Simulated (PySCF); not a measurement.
# C₆H₁₀GaO+: NMR shieldings, spin-spin couplings

Wanted: NMR shieldings, spin-spin couplings for C₆H₁₀GaO+ (`CC(C)[O][GaH][c]1c[cH+]1`).

Computed with PySCF 2.14.0 and routines of our own; the level stands in each step. Atoms count from 0.

### 1 The starting structure

18 atoms, charge 1, multiplicity 1; geometry from: GFN2-xTB.

### 2 NMR shieldings: PBE0/pcJ-1 Ga:dyall-v2z, non-relativistic

The job: settings as JSON, then the geometry in Å.

```
{"job": {"kind": "hnmr", "xc": "PBE0", "basis": {"default": "pcJ-1", "Ga": "dyall-v2z"}, "rel": "nr"}, "charge": 1, "multiplicity": 1}
C     -1.854820    -1.371492     0.233998
C     -1.349921     0.042558     0.474945
C     -2.119395     1.061914    -0.352706
O      0.045475     0.116387     0.159417
Ga     0.876762     0.011030    -1.346014
C      2.736751     0.153225    -0.316468
C      3.534299     0.915130     0.542510
C      3.621967    -0.437590     0.589491
H     -2.900683    -1.457957     0.514604
H     -1.746969    -1.612714    -0.829823
H     -1.273949    -2.083058     0.817352
H     -1.419477     0.292012     1.540431
H     -2.005529     0.813283    -1.415438
H     -1.724330     2.061796    -0.177275
H     -3.175121     1.050879    -0.095449
H      0.840368    -0.102167    -2.866422
H      3.849532     1.871875     0.898955
H      4.056281    -1.318792     1.009570
```

With the program's defaults for keys left out, this is: PBE0/pcJ-1 Ga:dyall-v2z GIAO NMR shielding, non-relativistic, Gaussian nuclei, gas phase.

Started as:

```
> OMP_NUM_THREADS=1 python heavy_run.py task.json out
```

One launch serves the whole session: the jobs run in the order shown.

Log:

```text
non-relativistic SCF
coarse grid: 68400 points
cycle   1  E = -2233.6178031014  dE = -9.573e+00  |g| = 1.900e+00  |ddm| = 3.358e+00
cycle   2  E = -2232.7981221111  dE =  8.197e-01  |g| = 2.635e+00  |ddm| = 1.917e+00
cycle   3  E = -2233.6647186650  dE = -8.666e-01  |g| = 8.535e-01  |ddm| = 1.845e+00
cycle   4  E = -2233.7880953738  dE = -1.234e-01  |g| = 3.204e-01  |ddm| = 6.408e-01
cycle   5  E = -2233.7981672195  dE = -1.007e-02  |g| = 9.621e-02  |ddm| = 1.755e-01
cycle   6  E = -2233.7990910798  dE = -9.239e-04  |g| = 2.190e-02  |ddm| = 5.084e-02
cycle   7  E = -2233.7991873609  dE = -9.628e-05  |g| = 4.575e-03  |ddm| = 1.433e-02
cycle   8  E = -2233.7991923578  dE = -4.997e-06  |g| = 1.057e-03  |ddm| = 4.341e-03
final grid: 145472 points
cycle   9  E = -2233.7992816120  dE =  9.150e-08  |g| = 1.622e-03  |ddm| = 2.424e-03
cycle  10  E = -2233.7992810590  dE =  5.529e-07  |g| = 2.687e-03  |ddm| = 2.477e-03
cycle  11  E = -2233.7992820192  dE = -9.602e-07  |g| = 2.097e-04  |ddm| = 1.394e-03
cycle  12  E = -2233.7992820272  dE = -7.993e-09  |g| = 6.303e-05  |ddm| = 1.629e-04
converged SCF energy = -2233.7992820272
check of the scalar solution
cycle   1  E = -2233.7992820272  dE = -2.234e+03  |FDS-SDF| = 6.303e-05
cycle   2  E = -2233.7992820260  dE =  1.250e-09  |FDS-SDF| = 1.067e-04
cycle   3  E = -2233.7992820280  dE = -1.986e-09  |FDS-SDF| = 6.293e-06
converged, E = -2233.7992820280

Field gradients (au) and densities at the nuclei (bohr^-3)
atom        Vxx        Vyy        Vzz        centre      nuclear mean
  0 C     -0.0179    -0.0592     0.0771        125.179        125.176
  1 C     -0.2067    -0.2685     0.4752        125.172        125.170
  2 C     -0.0146    -0.0590     0.0736        125.179        125.176
  3 O     -0.6117    -0.9052     1.5170        308.368        308.355
  4 Ga     0.2193     2.7330    -2.9523      20176.806      20165.690
  5 C     -0.3661    -0.3986     0.7647        125.650        125.647
  6 C     -0.2025    -0.4520     0.6545        125.433        125.431
  7 C     -0.2015    -0.4505     0.6521        125.432        125.430
  8 H     -0.1470    -0.1574     0.3044          0.477          0.477
  9 H     -0.1398    -0.1524     0.2922          0.477          0.477
 10 H     -0.1486    -0.1545     0.3031          0.479          0.479
 11 H     -0.1303    -0.1459     0.2762          0.485          0.485
 12 H     -0.1389    -0.1511     0.2900          0.476          0.476
 13 H     -0.1482    -0.1527     0.3009          0.478          0.478
 14 H     -0.1469    -0.1568     0.3037          0.476          0.476
 15 H     -0.0639    -0.0664     0.1304          0.393          0.393
 16 H     -0.1529    -0.1754     0.3283          0.457          0.457
 17 H     -0.1530    -0.1754     0.3284          0.457          0.457

Core orbital energies (eV)
atom   shell        mean    spread
  4 Ga 1s       -10150.387   0.000
  4 Ga 2s        -1256.756   0.000
  4 Ga 3s         -156.188   0.000
  4 Ga 4s          -20.726   0.000
  4 Ga 2p        -1112.807   0.148
  4 Ga 3p         -109.030   0.303
  4 Ga 3d          -28.231   0.284

Shielding tensors (ppm)
atom      isotropic    diamagn.    paramagn.     s11        s22        s33       span
  0 C       151.43      251.48     -100.04     123.14     146.82     184.33      61.20
  1 C       106.95      237.41     -130.46      71.53      92.72     156.60      85.07
  2 C       151.77      252.44     -100.67     124.22     146.78     184.29      60.07
  3 O       117.63      399.91     -282.28     -16.32     147.21     222.02     238.34
  4 Ga     1509.76     2642.13    -1132.37    1200.42    1402.73    1926.12     725.70
  5 C       -42.20      236.14     -278.34    -267.95     -82.04     223.38     491.33
  6 C       -10.51      264.67     -275.18    -126.45    -109.56     204.48     330.94
  7 C        -9.83      265.00     -274.83    -124.98    -108.87     204.36     329.34
  8 H        29.96       29.71        0.25      25.53      27.22      37.13      11.61
  9 H        30.96       31.03       -0.07      28.63      30.27      33.98       5.35
 10 H        29.82       30.58       -0.76      26.21      27.60      35.66       9.46
 11 H        27.21       30.26       -3.05      23.84      26.01      31.78       7.94
 12 H        30.80       31.08       -0.28      28.42      30.36      33.63       5.21
 13 H        29.82       30.51       -0.69      26.24      27.54      35.68       9.44
 14 H        29.86       29.57        0.30      25.42      27.15      37.02      11.60
 15 H        24.76       26.54       -1.78      18.24      19.22      36.80      18.56
 16 H        20.40       30.79      -10.40      14.51      22.48      24.20       9.69
 17 H        20.44       30.86      -10.43      14.63      22.51      24.18       9.55
```

It took 5.4 min on 1 thread of AMD EPYC, shared host; peak memory 1.8 GiB.

### 3 Spin-spin couplings: PBE0/pcJ-1 Ga:dyall-v2z, non-relativistic

The job, as its differences from that of step 2:

```diff
@@ -1,2 +1,2 @@
-{"job": {"kind": "hnmr", "xc": "PBE0", "basis": {"default": "pcJ-1", "Ga": "dyall-v2z"}, "rel": "nr"}, "charge": 1, "multiplicity": 1}
+{"job": {"kind": "hj", "xc": "PBE0", "basis": {"default": "pcJ-1", "Ga": "dyall-v2z"}, "rel": "nr", "atoms": [4]}, "charge": 1, "multiplicity": 1}
 C     -1.854820    -1.371492     0.233998
```

With the program's defaults for keys left out, this is: PBE0/pcJ-1 Ga:dyall-v2z indirect spin-spin coupling, non-relativistic, Gaussian nuclei, gas phase.

Log:

```text
non-relativistic SCF
coarse grid: 68400 points
cycle   1  E = -2233.6178031014  dE = -9.573e+00  |g| = 1.900e+00  |ddm| = 3.358e+00
cycle   2  E = -2232.7981221111  dE =  8.197e-01  |g| = 2.635e+00  |ddm| = 1.917e+00
cycle   3  E = -2233.6647186650  dE = -8.666e-01  |g| = 8.535e-01  |ddm| = 1.845e+00
cycle   4  E = -2233.7880953738  dE = -1.234e-01  |g| = 3.204e-01  |ddm| = 6.408e-01
cycle   5  E = -2233.7981672195  dE = -1.007e-02  |g| = 9.621e-02  |ddm| = 1.755e-01
cycle   6  E = -2233.7990910798  dE = -9.239e-04  |g| = 2.190e-02  |ddm| = 5.084e-02
cycle   7  E = -2233.7991873609  dE = -9.628e-05  |g| = 4.575e-03  |ddm| = 1.433e-02
cycle   8  E = -2233.7991923578  dE = -4.997e-06  |g| = 1.057e-03  |ddm| = 4.341e-03
final grid: 145472 points
cycle   9  E = -2233.7992816120  dE =  9.150e-08  |g| = 1.622e-03  |ddm| = 2.424e-03
cycle  10  E = -2233.7992810590  dE =  5.529e-07  |g| = 2.687e-03  |ddm| = 2.477e-03
cycle  11  E = -2233.7992820192  dE = -9.602e-07  |g| = 2.097e-04  |ddm| = 1.394e-03
cycle  12  E = -2233.7992820272  dE = -7.993e-09  |g| = 6.303e-05  |ddm| = 1.629e-04
converged SCF energy = -2233.7992820272
two-component SCF
cycle   1  E = -2233.7992820272  dE = -2.234e+03  |FDS-SDF| = 6.303e-05
cycle   2  E = -2233.7992820260  dE =  1.235e-09  |FDS-SDF| = 1.067e-04
cycle   3  E = -2233.7992820279  dE = -1.964e-09  |FDS-SDF| = 6.293e-06
converged, E = -2233.7992820279

Indirect spin-spin couplings
  i        j     bonds      J/Hz   K/1e19 T2/J   anisotropy/Hz
  4  69Ga   0  13C    3        0.79        1.09         3.2
  4  69Ga   1  13C    2       -9.09      -12.50        19.3
  4  69Ga   2  13C    3        3.62        4.97         2.3
  4  69Ga   3  17O    1       56.38     -143.80      -256.4
  4  69Ga   5  13C    1      103.15      141.86       120.5
  4  69Ga   6  13C    2       -3.20       -4.40         9.1
  4  69Ga   7  13C    2       -2.12       -2.91         9.4
  4  69Ga   8   1H    4       -2.09       -0.72        -1.4
  4  69Ga   9   1H    4       -0.31       -0.11        -1.5
  4  69Ga  10   1H    4       -0.92       -0.32         2.8
  4  69Ga  11   1H    3       65.50       22.66         9.1
  4  69Ga  12   1H    4       -1.58       -0.55         2.4
  4  69Ga  13   1H    4       -0.95       -0.33         2.3
  4  69Ga  14   1H    4       -4.60       -1.59        -1.2
  4  69Ga  15   1H    1     1444.39      499.60        -7.2
  4  69Ga  16   1H    3        0.11        0.04         3.3
  4  69Ga  17   1H    3       -0.22       -0.07         3.4
```

Run time: 7.7 min. Hardware: 1 thread of AMD EPYC, shared host; peak memory 1.7 GiB.

### 4 NMR shieldings: PBE0/pcJ-1 Ga:dyall-v2z, spin-free

The job, as its differences from that of step 3:

```diff
@@ -1,2 +1,2 @@
-{"job": {"kind": "hj", "xc": "PBE0", "basis": {"default": "pcJ-1", "Ga": "dyall-v2z"}, "rel": "nr", "atoms": [4]}, "charge": 1, "multiplicity": 1}
+{"job": {"kind": "hnmr", "xc": "PBE0", "basis": {"default": "pcJ-1", "Ga": "dyall-v2z"}, "rel": "sf"}, "charge": 1, "multiplicity": 1}
 C     -1.854820    -1.371492     0.233998
```

With the program's defaults for keys left out, this is: PBE0/pcJ-1 Ga:dyall-v2z GIAO NMR shielding, spin-free X2C, Gaussian nuclei, gas phase.

Log:

```text
spin-free SCF
coarse grid: 68400 points
cycle   1  E = -2252.8239671046  dE =  1.154e+00  |g| = 9.315e-01  |ddm| = 3.334e+00
cycle   2  E = -2252.0763366931  dE =  7.476e-01  |g| = 2.196e+00  |ddm| = 1.876e+00
cycle   3  E = -2252.9508515239  dE = -8.745e-01  |g| = 2.982e-01  |ddm| = 1.528e+00
cycle   4  E = -2252.9650463966  dE = -1.419e-02  |g| = 1.568e-01  |ddm| = 2.738e-01
cycle   5  E = -2252.9677051581  dE = -2.659e-03  |g| = 2.940e-02  |ddm| = 6.323e-02
cycle   6  E = -2252.9678273056  dE = -1.221e-04  |g| = 9.354e-03  |ddm| = 1.883e-02
cycle   7  E = -2252.9678408485  dE = -1.354e-05  |g| = 8.352e-04  |ddm| = 5.423e-03
cycle   8  E = -2252.9678410336  dE = -1.851e-07  |g| = 3.387e-04  |ddm| = 1.118e-03
final grid: 145472 points
cycle   9  E = -2252.9680377762  dE = -9.645e-08  |g| = 5.737e-04  |ddm| = 1.447e-03
cycle  10  E = -2252.9680377183  dE =  5.782e-08  |g| = 7.518e-04  |ddm| = 8.429e-04
cycle  11  E = -2252.9680378194  dE = -1.011e-07  |g| = 1.545e-04  |ddm| = 5.453e-04
cycle  12  E = -2252.9680378215  dE = -2.080e-09  |g| = 8.630e-05  |ddm| = 1.250e-04
converged SCF energy = -2252.9680378215
check of the scalar solution
cycle   1  E = -2252.9680378215  dE = -2.253e+03  |FDS-SDF| = 8.630e-05
cycle   2  E = -2252.9680378198  dE =  1.692e-09  |FDS-SDF| = 1.318e-04
cycle   3  E = -2252.9680378229  dE = -3.087e-09  |FDS-SDF| = 1.366e-05
converged, E = -2252.9680378229

Field gradients (au) and densities at the nuclei (bohr^-3)
atom        Vxx        Vyy        Vzz        centre      nuclear mean
  0 C     -0.0182    -0.0592     0.0774        125.751        125.748
  1 C     -0.2081    -0.2687     0.4768        125.746        125.744
  2 C     -0.0149    -0.0591     0.0739        125.751        125.749
  3 O     -0.6033    -0.9337     1.5369        310.959        310.949
  4 Ga     0.2065     2.8086    -3.0151      26066.016      26043.634
  5 C     -0.3631    -0.4005     0.7637        126.225        126.223
  6 C     -0.2027    -0.4514     0.6541        126.007        126.004
  7 C     -0.2018    -0.4499     0.6517        126.006        126.004
  8 H     -0.1469    -0.1573     0.3043          0.477          0.477
  9 H     -0.1398    -0.1522     0.2920          0.477          0.477
 10 H     -0.1485    -0.1545     0.3029          0.479          0.479
 11 H     -0.1301    -0.1459     0.2760          0.485          0.485
 12 H     -0.1389    -0.1510     0.2899          0.476          0.476
 13 H     -0.1480    -0.1527     0.3007          0.479          0.479
 14 H     -0.1468    -0.1567     0.3036          0.476          0.476
 15 H     -0.0622    -0.0648     0.1270          0.389          0.389
 16 H     -0.1528    -0.1753     0.3281          0.457          0.457
 17 H     -0.1529    -0.1753     0.3282          0.457          0.457
without picture change
  4 Ga                          -3.1218                     39416.801

Core orbital energies (eV)
atom   shell        mean    spread
  4 Ga 1s       -10279.725   0.000
  4 Ga 2s        -1286.261   0.000
  4 Ga 3s         -161.055   0.000
  4 Ga 4s          -20.808   0.000
  4 Ga 2p        -1119.273   0.147
  4 Ga 3p         -110.181   0.289
  4 Ga 3d          -27.658   0.288

Shielding tensors (ppm)
atom      isotropic    diamagn.    paramagn.     s11        s22        s33       span
  0 C       151.44      251.49     -100.05     123.18     146.83     184.31      61.13
  1 C       106.28      237.51     -131.22      70.78      91.65     156.43      85.65
  2 C       151.80      252.43     -100.63     124.31     146.83     184.26      59.96
  3 O       111.71      399.67     -287.96     -25.19     146.17     214.15     239.35
  4 Ga     1509.28     2651.48    -1142.20    1191.13    1402.05    1934.67     743.53
  5 C       -42.69      235.88     -278.57    -267.90     -82.24     222.09     489.99
  6 C       -10.56      264.77     -275.33    -126.44    -109.47     204.22     330.66
  7 C        -9.88      265.10     -274.98    -124.95    -108.79     204.10     329.05
  8 H        29.96       29.70        0.26      25.53      27.23      37.12      11.59
  9 H        30.94       31.01       -0.08      28.60      30.25      33.95       5.35
 10 H        29.81       30.57       -0.76      26.20      27.60      35.64       9.44
 11 H        27.19       30.25       -3.06      23.85      25.97      31.74       7.88
 12 H        30.78       31.07       -0.28      28.38      30.35      33.61       5.22
 13 H        29.81       30.49       -0.68      26.23      27.53      35.66       9.42
 14 H        29.86       29.56        0.30      25.42      27.16      37.00      11.58
 15 H        24.43       26.25       -1.82      17.86      18.88      36.55      18.68
 16 H        20.39       30.79      -10.39      14.51      22.49      24.19       9.68
 17 H        20.43       30.86      -10.42      14.63      22.51      24.16       9.54
```

Wall time 4.5 min (1 thread of AMD EPYC, shared host); peak memory 1.9 GiB.

### 5 Shieldings side by side

```tsv
run	O3	C1	C5	Ga4	H15	C7	C6	time
step 2, PBE0/pcJ-1 Ga:dyall-v2z, non-relativistic	117.6	106.9	-42.2	1509.8	24.8	-9.8	-10.5	5.4 min
step 4, PBE0/pcJ-1 Ga:dyall-v2z, spin-free	111.7	106.3	-42.7	1509.3	24.4	-9.9	-10.6	4.5 min
```

### 6 Summary of results

| quantity | value |
| --- | --- |
| shieldings (step 2, PBE0/pcJ-1 Ga:dyall-v2z, non-relativistic) | C0 151.4, C1 106.9, C2 151.8, O3 117.6, Ga4 1509.8, C5 -42.2, C6 -10.5, C7 -9.8 ppm |
| largest reduced coupling (step 3, PBE0/pcJ-1 Ga:dyall-v2z, non-relativistic) | Ga4–H15: J = 1444.4 Hz, K = 500·10¹⁹ T²/J |
| shieldings (step 4, PBE0/pcJ-1 Ga:dyall-v2z, spin-free) | C0 151.4, C1 106.3, C2 151.8, O3 111.7, Ga4 1509.3, C5 -42.7, C6 -10.6, C7 -9.9 ppm |

In step 2, Ga4 has the widest tensor, 726 ppm. O3 moves most between the runs, by 6 ppm; the labels say what changes from run to run. The geometry comes from tight binding, which is rough for metal atoms, and these values hang on it.
